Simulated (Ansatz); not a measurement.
## Molecular dynamics of Ta

input.yaml

```yaml
accuracy: low
crystal:
  lattice:
    - [6.935705, 0.0, 0.0]
    - [0.0, 6.935705, 0.0]
    - [0.0, 0.0, 6.935705]
  atoms:
    - { symbol: Ta, position: [0.0, 0.0, 0.0] }
    - { symbol: Ta, position: [0.5, 0.0, 0.0] }
    - { symbol: Ta, position: [0.0, 0.5, 0.0] }
    - { symbol: Ta, position: [0.0, 0.0, 0.5] }
    - { symbol: Ta, position: [0.25, 0.25, 0.25] }
    - { symbol: Ta, position: [0.5, 0.5, 0.0] }
    - { symbol: Ta, position: [0.5, 0.0, 0.5] }
    - { symbol: Ta, position: [0.75, 0.25, 0.25] }
    - { symbol: Ta, position: [0.0, 0.5, 0.5] }
    - { symbol: Ta, position: [0.25, 0.75, 0.25] }
    - { symbol: Ta, position: [0.25, 0.25, 0.75] }
    - { symbol: Ta, position: [0.5, 0.5, 0.5] }
    - { symbol: Ta, position: [0.75, 0.75, 0.25] }
    - { symbol: Ta, position: [0.75, 0.25, 0.75] }
    - { symbol: Ta, position: [0.25, 0.75, 0.75] }
    - { symbol: Ta, position: [0.75, 0.75, 0.75] }
basis:
  ecutwfc: 420.0
kpoints:
  mp_grid: { grid: [2, 2, 2] }
hamiltonian:
  xc: lda
scf:
  occupations: { method: fermi_dirac, width: 0.17 }
  lower_state_search: "off"
md:
  timestep: 4.5
  n_steps: 100
  ensemble: nvt_langevin
  temperature: 2000.0
  initial_velocities: maxwell_boltzmann
  seed: 633714
  friction: 0.02
```

Run as:

```bash
$ ansatz run input.yaml --threads 2 --pin off --max-ram 5120MiB --backend cpu --events-out ev --progress --plain --runs-dir out
```

It starts from a structure without forces on its atoms.

Output, in part (one step line in 4):

```
md step     0: t =     0.00 fs  T =  1875.0 K  F+E_penalty+E_count = -154917.79931273 eV  E_kin = 3.877800 eV  (6 SCF iters)
md step     4: t =    18.00 fs  T =  1790.6 K  F+E_penalty+E_count = -154917.43217019 eV  E_kin = 3.703296 eV  (6 SCF iters)
md step     8: t =    36.00 fs  T =  1696.1 K  F+E_penalty+E_count = -154916.64229963 eV  E_kin = 3.507794 eV  (6 SCF iters)
md step    12: t =    54.00 fs  T =  1323.4 K  F+E_penalty+E_count = -154915.64947414 eV  E_kin = 2.736926 eV  (6 SCF iters)
md step    16: t =    72.00 fs  T =  1001.8 K  F+E_penalty+E_count = -154914.66532289 eV  E_kin = 2.071837 eV  (6 SCF iters)
md step    20: t =    90.00 fs  T =  1073.8 K  F+E_penalty+E_count = -154914.13178787 eV  E_kin = 2.220701 eV  (6 SCF iters)
md step    24: t =   108.00 fs  T =  1744.4 K  F+E_penalty+E_count = -154914.48971440 eV  E_kin = 3.607596 eV  (6 SCF iters)
md step    28: t =   126.00 fs  T =  2499.9 K  F+E_penalty+E_count = -154914.87778668 eV  E_kin = 5.170281 eV  (6 SCF iters)
md step    32: t =   144.00 fs  T =  2540.2 K  F+E_penalty+E_count = -154914.85469395 eV  E_kin = 5.253624 eV  (6 SCF iters)
md step    36: t =   162.00 fs  T =  2167.5 K  F+E_penalty+E_count = -154914.72627532 eV  E_kin = 4.482732 eV  (6 SCF iters)
md step    40: t =   180.00 fs  T =  2466.1 K  F+E_penalty+E_count = -154914.59494574 eV  E_kin = 5.100318 eV  (7 SCF iters)
md step    44: t =   198.00 fs  T =  2072.4 K  F+E_penalty+E_count = -154914.62664816 eV  E_kin = 4.285959 eV  (6 SCF iters)
md step    48: t =   216.00 fs  T =  2360.8 K  F+E_penalty+E_count = -154914.52197764 eV  E_kin = 4.882490 eV  (6 SCF iters)
md step    52: t =   234.00 fs  T =  2223.9 K  F+E_penalty+E_count = -154914.24973742 eV  E_kin = 4.599350 eV  (6 SCF iters)
md step    56: t =   252.00 fs  T =  2015.7 K  F+E_penalty+E_count = -154913.75542862 eV  E_kin = 4.168706 eV  (6 SCF iters)
md step    60: t =   270.00 fs  T =  1627.3 K  F+E_penalty+E_count = -154913.23872493 eV  E_kin = 3.365562 eV  (7 SCF iters)
md step    64: t =   288.00 fs  T =  1490.6 K  F+E_penalty+E_count = -154912.77823917 eV  E_kin = 3.082873 eV  (6 SCF iters)
md step    68: t =   306.00 fs  T =  1332.1 K  F+E_penalty+E_count = -154912.48727755 eV  E_kin = 2.754985 eV  (6 SCF iters)
md step    72: t =   324.00 fs  T =  1787.0 K  F+E_penalty+E_count = -154912.58585493 eV  E_kin = 3.695819 eV  (6 SCF iters)
md step    76: t =   342.00 fs  T =  1961.7 K  F+E_penalty+E_count = -154912.97265506 eV  E_kin = 4.057070 eV  (6 SCF iters)
md step    80: t =   360.00 fs  T =  2377.4 K  F+E_penalty+E_count = -154913.23465866 eV  E_kin = 4.916758 eV  (7 SCF iters)
md step    84: t =   378.00 fs  T =  2063.4 K  F+E_penalty+E_count = -154913.13503683 eV  E_kin = 4.267396 eV  (6 SCF iters)
md step    88: t =   396.00 fs  T =  1422.7 K  F+E_penalty+E_count = -154913.03391807 eV  E_kin = 2.942327 eV  (6 SCF iters)
md step    92: t =   414.00 fs  T =  2107.0 K  F+E_penalty+E_count = -154913.10727053 eV  E_kin = 4.357697 eV  (6 SCF iters)
md step    96: t =   432.00 fs  T =  2223.7 K  F+E_penalty+E_count = -154913.35153466 eV  E_kin = 4.598956 eV  (6 SCF iters)
md step   100: t =   450.00 fs  T =  1619.2 K  F+E_penalty+E_count = -154913.67703697 eV  E_kin = 3.348768 eV  (7 SCF iters)
```

The run went to its last step. A run of 0.45 ps of so small a system gives no equilibrium averages. Limits of this set-up: coarse k mesh, low accuracy level.

Mean squared displacements from the first frame to the last, about the centre of mass: Ta 0.10 Å².

Last frame:

```xyz
16
Lattice="6.9357 0.0000 0.0000 0.0000 6.9357 0.0000 0.0000 0.0000 6.9357" Properties=species:S:1:pos:R:3
Ta -0.015 -0.061 0.095
Ta 3.442 -0.030 0.295
Ta 0.081 3.191 -0.225
Ta -0.305 -0.034 3.694
Ta 1.576 1.530 1.937
Ta 3.021 3.208 0.019
Ta 3.761 -0.090 3.635
Ta 4.804 1.981 1.943
Ta -0.123 3.447 3.369
Ta 1.494 5.195 1.875
Ta 1.937 1.562 4.875
Ta 3.170 3.574 3.371
Ta 5.116 5.314 1.357
Ta 5.218 1.722 5.362
Ta 1.815 5.163 5.184
Ta 4.903 4.941 5.440
```

Run time: 13 min on 2 threads of Arm Neoverse V2, on a shared host, peak memory 1.1 GiB.
